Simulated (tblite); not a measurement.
# C9H11F: the cost of one run

The runs use tblite 0.8.0 and PySCF 2.14.0, with density-fitted response routines of our own; the level of theory stands in each step. All values are computed, except where a source is named. Atoms are numbered from 0 throughout.

### 1 The molecule as given

21 atoms, charge 0, multiplicity 1; geometry from: force field or distance geometry start.

Bonds of the start (Å): C0–C1 1.20, C1–C2 1.42, C2–F3 1.34, C2–C4 1.34, C4–C5 1.51, C5–C6 1.53, C5–C7 1.53, C7–C8 1.50, C8–C9 1.34, C0–H10 1.06, C4–H11 1.09, C5–H12 1.11, C6–H13 1.10, C6–H14 1.09, C6–H15 1.10, C7–H16 1.10, C7–H17 1.10, C8–H18 1.09, C9–H19 1.08, C9–H20 1.09.

### 2 Optimising the geometry with GFN2-xTB

Job settings and geometry (Å):

```
{"job": {"kind": "relax", "xc": "GFN2-xTB", "basis": "xTB"}, "charge": 0, "multiplicity": 1}
C      3.822700     1.831000     0.011100
C      2.898200     1.110600     0.289100
C      1.837900     0.242800     0.646900
F      1.750800    -0.178900     1.911800
C      0.907400    -0.143000    -0.240800
C     -0.259200    -1.050000     0.076700
C     -0.133400    -2.335800    -0.741200
C     -1.603000    -0.362600    -0.202100
C     -1.861100     0.822800     0.675700
C     -2.094700     2.063000     0.221200
H      4.620200     2.478000    -0.239700
H      0.975400     0.212600    -1.271600
H     -0.229000    -1.327100     1.151200
H      0.817800    -2.849200    -0.532700
H     -0.184600    -2.131100    -1.812200
H     -0.947600    -3.030700    -0.475700
H     -2.417800    -1.084000    -0.027900
H     -1.672000    -0.089400    -1.265400
H     -1.871200     0.655400     1.755000
H     -2.092300     2.291100    -0.838700
H     -2.273400     2.891500     0.908800
```

Started as:

```sh
$ OMP_NUM_THREADS=1 python probes_run.py task.json out
```

The driver reads the jobs from task.json and runs them one after another.

Q: Estimate the wall time and peak memory of this first job on 1 thread of Arm Neoverse N1, shared host.

About 1.1 s, with a peak of 0.18 GiB.
